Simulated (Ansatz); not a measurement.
The system is NiMoIrPdW.

```
Ni Mo Pd Ir W
1.0
     2.34460   -1.43138    0.00906
     2.34460    1.43138    0.00906
    -2.20600    0.00000   10.92374
Ni Mo Pd Ir W
1 1 1 1 1
Direct
  0.49838 0.49838 0.29525
  0.31773 0.31773 0.91207
  0.24733 0.24733 0.49061
  0.74982 0.74982 0.10802
  0.68673 0.68673 0.69406
```

The cell was built by a generator and needn't be a form met in nature.

* Program: Ansatz 0.2.0
* Task: relaxation of cell and atoms
* Functional: PBEsol
* Dispersion: D3(BJ)
* Potentials or basis: Ansatz PAW
* Cutoff: 420 eV (not typed: the program's choice for these potentials)
* k mesh: 8 × 8 × 2
* Occupations: fermi-dirac, width 0.05 eV
* Spin: collinear spin, ferromagnetic start
* Starting moments: [1.0, 1.0, 0.0, 0.6, 0.0] μB

At the start: volume 14.68 Å³/atom.

Problem. How do energy, volume and symmetry change on relaxing?

Solution. It ends after 7 steps and the volume is 13.78 Å³/atom (-6.1 %); space group Cm (No. 8, to 0.05 Å); moment 0.00 μB per cell.

Step by step:
| step | energy change (eV) | largest force (eV/Å) | volume (Å³) |
| --- | --- | --- | --- |
| 1 | 0.0000 | 0.1842 | 73.38 |
| 2 | -0.2284 | 0.0834 | 69.45 |
| 3 | -0.2308 | 0.1536 | 68.94 |
| 4 | -0.2335 | 0.0452 | 68.85 |
| 5 | -0.2336 | 0.0083 | 68.91 |
| 6 | -0.2336 | 0.0067 | 68.90 |
| 7 | -0.2319 | 0.0067 | 68.90 |

Final structure:
```xyz
5
Lattice="2.3068 -1.3916 0.0163 2.3068 1.3916 0.0163 -2.1357 0.0000 10.7173" Properties=species:S:1:pos:R:3 pbc="T T T"
Ni    1.6661    0.0000    3.1921
Mo   -0.4535    0.0000    9.7870
Pd    0.0871    0.0000    5.2513
Ir    3.2379    0.0000    1.2037
W     1.6572    0.0000    7.4409
```

Caveat: the plane-wave basis is chosen anew once the cell has moved, so the energies of steps on either side of that aren't comparable; pairwise dispersion overbinds metals, which lowers pressure and volume; the PAW data sets come from PBE, with cores solved anew for the run's functional, which leaves a small shift of forces and pressure; the starting moments weren't kept.
